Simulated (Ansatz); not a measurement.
# FH6NSi3: the cost of one run

Computed with Ansatz 0.2.0, Gaussian basis. Level: the settings change from run to run.

## Step 1: The geometry

The structure was relaxed beforehand with PBE0-D4 in a triple-zeta def2 set.

SMILES `F[Si]N([SiH3])[SiH3]`, 11 atoms, charge 0, spin multiplicity 1.

Atoms are counted from 1 here; the program's logs count them from 0.

Bond lengths: F1–Si2 1.626 Å, Si2–N3 1.724 Å, N3–Si4 1.749 Å, N3–Si5 1.760 Å, Si4–H6 1.485 Å, Si4–H7 1.486 Å, Si4–H8 1.485 Å, Si5–H9 1.482 Å, Si5–H10 1.488 Å, Si5–H11 1.482 Å. Angles: F1–Si2–N3 98.9°, Si2–N3–Si4 119.2°, Si2–N3–Si5 122.4°, Si4–N3–Si5 118.4°, N3–Si4–H6 110.5°, N3–Si4–H7 107.4°, N3–Si4–H8 110.5°, H6–Si4–H7 109.8°, H6–Si4–H8 108.8°, H7–Si4–H8 109.8°, N3–Si5–H9 111.0°, N3–Si5–H10 106.5°, N3–Si5–H11 111.0°, H9–Si5–H10 109.1°, H9–Si5–H11 110.1°, H10–Si5–H11 109.1°.

## Step 2: r2SCAN0/pcseg-2

This run has high accuracy.

Input file in.yaml:

```yaml
crystal:
  periodic: [false, false, false]
  atoms:
    - {symbol: F, position_ang: [0.595854, -2.793391, -0.130633]}
    - {symbol: Si, position_ang: [-0.678800, -1.960233, -0.699766]}
    - {symbol: N, position_ang: [-0.217418, -0.380664, -0.184651]}
    - {symbol: Si, position_ang: [-1.267133, 0.972574, -0.539084]}
    - {symbol: Si, position_ang: [1.277905, -0.073974, 0.691538]}
    - {symbol: H, position_ang: [-0.561026, 1.973201, -1.378516]}
    - {symbol: H, position_ang: [-2.445053, 0.441331, -1.272508]}
    - {symbol: H, position_ang: [-1.711321, 1.628201, 0.716868]}
    - {symbol: H, position_ang: [1.290618, -0.792632, 1.987424]}
    - {symbol: H, position_ang: [1.325128, 1.390931, 0.947910]}
    - {symbol: H, position_ang: [2.456748, -0.462343, -0.117881]}
basis:
  gaussian: {orbitals: pcseg-2}
hamiltonian: {xc: {name: r2SCAN0}}
accuracy: high
output: {forces: true}
```

Launch:

```bash
> ansatz run in.yaml --threads 4 --pin off --events-out ev --progress --plain --max-ram 10444MiB
```

Q: Estimate wall time and peak memory on 4 threads of Arm Neoverse V2, shared host.

About 30 s, with a peak of 1.9 GiB.
